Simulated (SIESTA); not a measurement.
A calculation with SIESTA 5.4.2 of Ru (native input, structure typed inline):

Contents of Ru.fdf:

```
SystemName                      Ru
SystemLabel                     Ru
NumberOfSpecies                 1
NumberOfAtoms                   5
%block ChemicalSpeciesLabel
  1  44 Ru
%endblock ChemicalSpeciesLabel

LatticeConstant                 1.0 Ang
%block LatticeVectors
     2.7057993342     0.0000000000     0.0000000000
    -1.3528996671     2.3432909610     0.0000000000
     0.0000000000     0.0000000000    23.5638000000
%endblock LatticeVectors
AtomicCoordinatesFormat         Fractional
%block AtomicCoordinatesAndAtomicSpecies
     0.3333333333     0.6666666666     0.3182848267  1  Ru
     0.6666666667     0.3333333334     0.4091424134  1  Ru
     0.3333333333     0.6666666666     0.5000000000  1  Ru
     0.6666666667     0.3333333334     0.5908575866  1  Ru
     0.3333333333     0.6666666666     0.6817151733  1  Ru
%endblock AtomicCoordinatesAndAtomicSpecies

%block kgrid.MonkhorstPack
   11   0   0  0.0
    0  11   0  0.0
    0   0   1  0.0
%endblock kgrid.MonkhorstPack
XC.Functional                   LDA
XC.Authors                      PW92
PAO.BasisSize                   TZ
PAO.EnergyShift                 0.003 Ry
Mesh.Cutoff                     800 Ry
OccupationFunction              FD
ElectronicTemperature           0.05 eV
Slab.DipoleCorrection           vacuum
MaxSCFIterations                120
SCF.MustConverge                false
SCF.Mixer.Method                Pulay
SCF.Mixer.Weight                0.25
SCF.Mixer.History               8
SCF.DM.Tolerance                5.0e-05
SCF.H.Tolerance                 1.0e-03 eV
WriteForces                     true
Charge.Mulliken                 end
BandLinesScale                  ReciprocalLatticeVectors
%block BandLines
    1    0.000000   0.000000   0.000000  \Gamma
   14    0.500000   0.000000   0.000000  M
    8    0.333333   0.333333   0.000000  K
   16    0.000000   0.000000   0.000000  \Gamma
    2    0.000000   0.000000   0.500000  A
   14    0.500000   0.000000   0.500000  L
    8    0.333333   0.333333   0.500000  H
   16    0.000000   0.000000   0.500000  A
    1    0.500000   0.000000   0.500000  L
    2    0.500000   0.000000   0.000000  M
    1    0.333333   0.333333   0.000000  K
    2    0.333333   0.333333   0.500000  H
%endblock BandLines
%block PAO.Basis
  Ru 4
  n=4 0 2
    2.973 0.000
  n=5 0 3
    6.093 0.000 0.000
  n=4 1 2
    3.414 0.000
  n=4 2 3
    5.524 0.000 0.000
%endblock PAO.Basis
```

Potentials or basis: SG15 1.2 (PBE files) or PseudoDojo by element, TZ (energy shift 0.003 Ry; two zetas on semicore shells).

Run with:

```sh
$ siesta Ru.fdf > Ru.out 2>&1
```

Problem. Write the same calculation in another form: ASE script, structure typed inline.

Solution. As run:

The input run.py:

```python
from ase import Atoms
from ase.calculators.siesta import Siesta
from ase.units import Ry, GPa

atoms = Atoms(
    ['Ru', 'Ru', 'Ru', 'Ru', 'Ru'],
    cell=[
        [2.7057993342, -0.0, 0.0],
        [-1.3528996671, 2.343290961, 0.0],
        [0.0, 0.0, 23.5638],
    ],
    scaled_positions=[
        [0.3333333333, 0.6666666666, 0.3182848267],
        [0.6666666667, 0.3333333334, 0.4091424134],
        [0.3333333333, 0.6666666666, 0.5],
        [0.6666666667, 0.3333333334, 0.5908575866],
        [0.3333333333, 0.6666666666, 0.6817151733],
    ],
    pbc=True,
)

fdf = {
    'SCFMustConverge': False,
    'OccupationFunction': 'FD',
    'ElectronicTemperature': '0.05 eV',
    'Slab.DipoleCorrection': 'vacuum',
    'MaxSCFIterations': '120',
    'SCF.Mixer.Method': 'Pulay',
    'SCF.Mixer.Weight': '0.25',
    'SCF.Mixer.History': '8',
    'SCF.DM.Tolerance': '5.0e-05',
    'SCF.H.Tolerance': '1.0e-03 eV',
    'WriteForces': 'true',
    'Charge.Mulliken': 'end',
    'BandLinesScale': 'ReciprocalLatticeVectors',
    'BandLines': ['  1    0.000000   0.000000   0.000000  \\Gamma', ' 14    0.500000   0.000000   0.000000  M', '  8    0.333333   0.333333   0.000000  K', ' 16    0.000000   0.000000   0.000000  \\Gamma', '  2    0.000000   0.000000   0.500000  A', ' 14    0.500000   0.000000   0.500000  L', '  8    0.333333   0.333333   0.500000  H', ' 16    0.000000   0.000000   0.500000  A', '  1    0.500000   0.000000   0.500000  L', '  2    0.500000   0.000000   0.000000  M', '  1    0.333333   0.333333   0.000000  K', '  2    0.333333   0.333333   0.500000  H'],
    'PAO.Basis': ['Ru.1 4', 'n=4 0 2', '  2.973 0.000', 'n=5 0 3', '  6.093 0.000 0.000', 'n=4 1 2', '  3.414 0.000', 'n=4 2 3', '  5.524 0.000 0.000'],
}
calc = Siesta(
    label="Ru",
    command="siesta < PREFIX.fdf > PREFIX.out",
    pseudo_path="pseudos",
    pseudo_qualifier="",
    xc=('LDA', 'PW92'),
    basis_set="TZ",
    mesh_cutoff=800 * Ry,
    energy_shift=0.003 * Ry,
    kpts=[11, 11, 1],
    spin="non-polarized",
    fdf_arguments=fdf,
)
atoms.calc = calc

print(f"energy = {atoms.get_potential_energy():.6f} eV")
free = atoms.get_potential_energy(force_consistent=True)
print(f"free energy = {free:.6f} eV")
print("forces (eV/A):")
print(atoms.get_forces(apply_constraint=False).round(6))
print("stress (GPa, Voigt order, tension positive):", (atoms.get_stress() / GPa).round(4))
```

Potentials or basis: SG15 1.2 (PBE files) or PseudoDojo by element, TZ (energy shift 0.003 Ry; two zetas on semicore shells).

Run with:

```bash
$ python run.py
```

Both were run:

|  | native input, structure typed inline | ASE script, structure typed inline |
| --- | --- | --- |
| Largest force | 1.105 eV/Å | 1.105 eV/Å |
| Band gap on the k mesh | none (metal or under the smearing width) | none (metal or under the smearing width) |

Keys that steer only the numerical path or the files written may differ.

Caveat: the basis has no polarisation orbitals; the potentials were made for another functional, which shifts forces and pressure; the basis of atomic orbitals isn't converged, which shifts pressures, moduli and gaps.
